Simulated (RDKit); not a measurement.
# C3H9NSi (SMILES [SiH3]CC1CN1) at 3 levels

Aim: a comparison of 3 runs (MMFF94, UFF, extended Hückel) of C3H9NSi. The job is set up through a Python script.

Program for the calculation: RDKit 2026.09.1.

## Step 1: The molecule

C3H9NSi: 14 atoms, total charge 0, spin state singlet. As SMILES, `[SiH3]CC1CN1`. Geometry: relaxed at GFN2-xTB. This is one conformer, not always the lowest.

Bond lengths: Si1–C2 1.902 Å, C2–C3 1.506 Å, C3–C4 1.479 Å, C3–N5 1.447 Å, C4–N5 1.448 Å, Si1–H6 1.463 Å, Si1–H7 1.464 Å, Si1–H8 1.465 Å, C2–H9 1.092 Å, C2–H10 1.090 Å, C3–H11 1.089 Å, C4–H12 1.085 Å, C4–H13 1.082 Å, N5–H14 1.015 Å. Some angles: Si1–C2–C3 112.6°, C2–C3–C4 120.7°, C2–C3–N5 116.8°, C4–C3–N5 59.3°, C3–C4–N5 59.3°, C3–N5–C4 61.4°, Si1–C2–H9 110.0°, Si1–C2–H10 110.6°, C3–C2–H9 108.8°, C3–C2–H10 108.1°.

## Step 2: A single-point energy at MMFF94 (run 1)

Input file mol.xyz:

```xyz
14

Si    -1.570870    -0.905570     0.994930
C      0.040600     0.105640     0.988400
C      0.817410    -0.050690    -0.292650
C      0.482650     0.759570    -1.483210
N      1.653860     1.061570    -0.687860
H     -2.257870    -0.680240     2.267210
H     -2.423560    -0.490840    -0.120070
H     -1.256300    -2.329910     0.853850
H      0.675460    -0.197990     1.823640
H     -0.171860     1.165780     1.128230
H      1.185190    -1.060330    -0.469950
H      0.600320     0.329010    -2.471740
H     -0.308180     1.493740    -1.408570
H      2.533140     0.800260    -1.122210
```

Input file job.py:

```python
import json
import numpy as np
from rdkit import Chem
from rdkit.Chem import AllChem
from rdkit.Chem import rdDetermineBonds

m = Chem.MolFromXYZFile("mol.xyz")
rdDetermineBonds.DetermineBonds(m, charge=0)
print("perceived SMILES:", Chem.MolToSmiles(Chem.RemoveHs(m)))
symbols = [a.GetSymbol() for a in m.GetAtoms()]
start = m.GetConformer().GetPositions().copy()

props = AllChem.MMFFGetMoleculeProperties(m, mmffVariant="MMFF94")
ff = AllChem.MMFFGetMoleculeForceField(m, props)
e = ff.CalcEnergy()
g = np.array(ff.CalcGrad()).reshape(-1, 3)
print(f"MMFF94 energy {e:.5f} kcal/mol, gradient norm {np.linalg.norm(g):.4f} kcal/mol/angstrom")
print("atom  type  charge   gradient")
for i, a in enumerate(symbols):
    print(f"{a:<2}{i + 1:<3} {props.GetMMFFAtomType(i):4d} {props.GetMMFFPartialCharge(i):8.4f}  " + " ".join(f"{c:9.4f}" for c in g[i]))
names = ["Bond", "Angle", "StretchBend", "Oop", "Torsion", "VdW", "Ele"]
terms = []
for name in names:
    for other in names:
        getattr(props, f"SetMMFF{other}Term")(other == name)
    terms.append(AllChem.MMFFGetMoleculeForceField(m, props).CalcEnergy())
    print(f"{name:<12} {terms[-1]:11.5f} kcal/mol")
json.dump(dict(symbols=symbols, start=start.tolist(), energy=e, gradient=g.tolist(), charges_other=[props.GetMMFFPartialCharge(i) for i in range(len(symbols))], atom_types=[str(props.GetMMFFAtomType(i)) for i in range(len(symbols))], energy_term_names=names, energy_terms=terms), open("results.json", "w"))
```

Started as:

```bash
$ python job.py
```

Standard output:

```text
perceived SMILES: [SiH3]C[C@H]1CN1
MMFF94 energy 30.55562 kcal/mol, gradient norm 46.2065 kcal/mol/angstrom
atom  type  charge   gradient
Si1     19   0.6805   -14.3376  -10.0524   -5.0051
C 2      1   0.0145     3.4109    7.6951    9.8400
C 3     22  -0.0370    -3.8725   17.7767  -12.0808
C 4     22  -0.0420     9.2151  -12.5009   16.2112
N 5      8  -0.6760    -7.0467  -12.1027   -3.7842
H 6      5  -0.2000     4.6609   -0.4776   -6.2198
H 7      5  -0.2000     4.9945   -2.1412    5.6851
H 8      5  -0.2000    -1.3135    7.0146    0.6763
H 9      5   0.0000     0.2452    2.9232   -2.4190
H 10     5   0.0000     7.3241   -2.8799   -5.1656
H 11     5   0.1000    -1.3577   -3.3017   -3.0629
H 12     5   0.1000    -4.4556    0.2356   -2.4202
H 13     5   0.1000     2.8104   -0.8490    2.1749
H 14    23   0.3600    -0.2775    8.6603    5.5702
Bond             1.55090 kcal/mol
Angle            1.86064 kcal/mol
StretchBend     -0.90343 kcal/mol
Oop              0.00000 kcal/mol
Torsion          4.72592 kcal/mol
VdW              2.74895 kcal/mol
Ele             20.57264 kcal/mol
```

It took 0.18 s on 1 thread of Arm Neoverse V2, shared host.

## Step 3: The energy at UFF (run 2)

mol.xyz is that of step 2.

Input file run.py:

```python
import json
import numpy as np
from rdkit import Chem
from rdkit.Chem import AllChem
from rdkit.Chem import rdDetermineBonds

molecule = Chem.MolFromXYZFile("mol.xyz")
rdDetermineBonds.DetermineBonds(molecule, charge=0)
print("perceived SMILES:", Chem.MolToSmiles(Chem.RemoveHs(molecule)))
symbols = [a.GetSymbol() for a in molecule.GetAtoms()]
start = molecule.GetConformer().GetPositions().copy()

ff = AllChem.UFFGetMoleculeForceField(molecule)
e = ff.CalcEnergy()
g = np.array(ff.CalcGrad()).reshape(-1, 3)
print(f"UFF energy {e:.5f} kcal/mol, gradient norm {np.linalg.norm(g):.4f} kcal/mol/angstrom")
json.dump(dict(symbols=symbols, start=start.tolist(), energy=e, gradient=g.tolist()), open("results.json", "w"))
```

Started as:

```bash
$ python run.py
```

Standard output:

```text
perceived SMILES: [SiH3]C[C@H]1CN1
UFF energy 351.26487 kcal/mol, gradient norm 146.7924 kcal/mol/angstrom
```

Run time: 0.16 s. Hardware: 1 thread of Arm Neoverse V2, shared host.

## Step 4: The charge distribution at extended Hückel (run 3)

mol.xyz is that of step 3.

Input file job.py:

```python
# eht eht with RDKit
import json
import numpy as np
from rdkit import Chem
from rdkit.Chem import AllChem
from rdkit.Chem import rdDetermineBonds
from rdkit.Chem import rdEHTTools

mol = Chem.MolFromXYZFile("mol.xyz")
symbols = [a.GetSymbol() for a in mol.GetAtoms()]
start = mol.GetConformer().GetPositions().copy()

ok, res = rdEHTTools.RunMol(mol, keepOverlapAndHamiltonianMatrices=True)
if not ok:
    raise RuntimeError("the extended Hueckel run failed")
eps = np.array(res.GetOrbitalEnergies())
nel = res.numElectrons
homo = (nel + 1) // 2 - 1
print(f"{res.numOrbitals} orbitals, {nel} valence electrons, sum of one-electron energies {res.totalEnergy:.4f} eV")
for i in range(max(0, homo - 8), min(len(eps), homo + 6)):
    print(f"{i + 1:4d} {eps[i]:10.4f} eV", "(HOMO)" if i == homo else "(LUMO)" if i == homo + 1 else "")
q = np.array(res.GetAtomicCharges())
print("Mulliken charges:", " ".join(f"{a}{i + 1}={c:+.3f}" for i, (a, c) in enumerate(zip(symbols, q))))
op = res.GetReducedOverlapPopulationMatrix()
pairs = [(k, i, op[i * (i + 1) // 2 + k]) for i in range(len(symbols)) for k in range(i) if abs(op[i * (i + 1) // 2 + k]) > 0.1]
print("reduced overlap populations above 0.1")
for k, i, p in pairs:
    print(f"  {symbols[k]}{k + 1}-{symbols[i]}{i + 1} {p:7.3f}")
json.dump(dict(symbols=symbols, start=start.tolist(), energy=res.totalEnergy * 23.060548, homo=eps[homo], lumo=eps[homo + 1] if homo + 1 < len(eps) else None, orbital_energies=eps.round(4).tolist(), charges_mulliken=q.tolist(), bond_orders=[[k + 1, i + 1, round(p, 4)] for k, i, p in pairs], nel=nel), open("results.json", "w"))
```

Started as:

```bash
$ python job.py
```

Standard output:

```text
29 orbitals, 30 valence electrons, sum of one-electron energies -529.6820 eV
   7   -15.6146 eV
   8   -15.5915 eV
   9   -14.9852 eV
  10   -14.7709 eV
  11   -14.6758 eV
  12   -14.2113 eV
  13   -13.8430 eV
  14   -12.9337 eV
  15   -12.6041 eV (HOMO)
  16    -4.5139 eV (LUMO)
  17     1.3608 eV
  18     2.9179 eV
  19     3.8054 eV
  20     4.1948 eV
Mulliken charges: Si1=+0.988 C2=-0.372 C3=+0.300 C4=+0.171 N5=-0.757 H6=-0.225 H7=-0.223 H8=-0.224 H9=+0.031 H10=+0.031 H11=+0.007 H12=+0.020 H13=+0.018 H14=+0.235
reduced overlap populations above 0.1
  Si1-C2   0.674
  C2-C3   0.784
  C3-C4   0.678
  C3-N5   0.587
  C4-N5   0.581
  Si1-H6   0.742
  Si1-H7   0.745
  Si1-H8   0.744
  C2-H9   0.787
  C2-H10   0.792
  C3-H11   0.803
  C4-H12   0.794
  C4-H13   0.806
  N5-H14   0.731
```

Wall time 0.16 s (1 thread of Arm Neoverse V2, shared host).

Atomic charges (e):

```
atom  Mulliken
 Si1    +0.988
  C2    -0.372
  C3    +0.300
  C4    +0.171
  N5    -0.757
  H6    -0.225
  H7    -0.223
  H8    -0.224
  H9    +0.031
 H10    +0.031
 H11    +0.007
 H12    +0.020
 H13    +0.018
 H14    +0.235
```

## Step 5: All runs side by side

| run | level | task | energy (Eh) | largest force (eV/Å) | wall time |
| --- | --- | --- | --- | --- | --- |
| 1 | MMFF94 | energy | 0.048693 | 0.974 | 0.18 s |
| 2 | UFF | energy | 0.559776 | 4.035 | 0.16 s |
| 3 | extended Hückel | properties | -19.465455 | – | 0.16 s |

## Step 6: Outcome

```
                      quantity         value
run 3: sum of orbital energies  -19.46545 Eh
            run 3: HOMO energy     -12.60 eV
            run 3: LUMO energy      -4.51 eV
          run 3: HOMO–LUMO gap       8.09 eV
```

In words: Force-field and semi-empirical energies have zeros of their own, so their totals don't compare. All runs together took 0.5 s, the longest 0.18 s.
